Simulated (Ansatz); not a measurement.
# RbCaH3: a trigonal deformation path

The task here is to estimate one member of a computed series from the others.

Program: Ansatz 0.2.0. Level of theory: DFT LDA, scalar-relativistic, plane waves, PAW. These are calculated values, not measurements.

### Starting point

Symmetry: Pm-3m, No. 221, cubic system. The conventional cell has a = 4.547 Å, b = 4.547 Å, c = 4.547 Å, α = 90.00°, β = 90.00°, γ = 90.00°. Rb (site symmetry m-3m) is surrounded by 12 H at 3.22 Å. Around Ca (site symmetry m-3m) lie 6 H at 2.27 Å. H (site symmetry 4/mmm) is surrounded by 2 Ca at 2.27 Å and 4 Rb at 3.22 Å.

As a file:

```xyz
5
Lattice="4.5470 0.0000 0.0000 0.0000 4.5470 0.0000 0.0000 0.0000 4.5470" Properties=species:S:1:pos:R:3 pbc="T T T"
Rb    0.0000    0.0000    0.0000
Ca    2.2735    2.2735    2.2735
H     0.0000    2.2735    2.2735
H     2.2735    0.0000    2.2735
H     2.2735    2.2735    0.0000
```

No relaxation comes first: the listed cell is the starting point.

Set-up of the first run:

At fixed volume and fractional coordinates, lengths along (0.577, 0.577, 0.577) are scaled against those across it; ρ is that ratio over its starting value.

Input file input.yaml:

```yaml
crystal:
  lattice:
    - [4.7740508449, -0.954810169, -0.954810169]
    - [-0.954810169, 4.7740508449, -0.954810169]
    - [-0.954810169, -0.954810169, 4.7740508449]
  atoms:
    - { symbol: Rb, position: [0.0, 0.0, 0.0] }
    - { symbol: Ca, position: [0.5, 0.5, 0.5] }
    - { symbol: H, position: [0.0, 0.5, 0.5] }
    - { symbol: H, position: [0.5, 0.0, 0.5] }
    - { symbol: H, position: [0.5, 0.5, 0.0] }
basis:
  ecutwfc: 420
kpoints:
  mp_grid: { grid: [6, 6, 6] }
hamiltonian:
  xc: lda
scf:
  occupations: { method: gaussian, width: 0.05 }
output:
  forces: true
  stress: true
  eigenvalues: true
```

The run is started by

```bash
$ ansatz run input.yaml --threads 1 --pin off --max-ram 2560MiB --backend cpu --events-out ev --progress --plain --runs-dir out
```

Among the steps run: Point ρ = 0.500; At ρ = 2.000; At ρ = 0.710; At ρ = 1.410; At ρ = 0.600; ρ = 0.850; ρ = 1.200; Point ρ = 1.700; ρ = 0.930; At ρ = 1.080.

One table of the session follows, with a row left open; its other results are not shown here.

It belongs to the step «The scan collected». Collected from the runs (energy zero: the undisturbed cell):

```
    ρ  ΔE (meV/atom)  pressure (GPa)  gap on the mesh (eV)
0.500          809.7             1.2                  0.77
0.600          395.8            -1.6                  1.42
0.710          169.1            -2.2                  1.98
0.850           36.5            -2.4                  2.60
0.930              ?               ?                     ?
1.000            0.0            -2.4                  2.93
1.080            7.7            -2.4                  2.80
1.200           42.2            -2.3                  2.57
1.410          146.5            -2.1                  2.06
1.700          352.2            -1.5                  1.15
2.000          620.4            -0.3                  0.00
```

**Question.** Estimate the row for ρ = 0.930.

Worked estimate for «ΔE (meV/atom)». A straight line through the neighbours (0.850, 36.5) and (1.000, 0.0) gives 36.5 + (0.0 − 36.5) × (0.930 − 0.850) / (1.000 − 0.850) = 17.0; a parabola fitted to 4 rows on both sides gives 4.2.

**Answer.** ΔE (meV/atom): 7.1; pressure (GPa): -2.4; gap on the mesh (eV): 2.81. In «ΔE (meV/atom)» the line misses by +9.9 and the parabola by -2.9.

Where the gap reads zero, the mesh chosen for the insulator is on the coarse side.
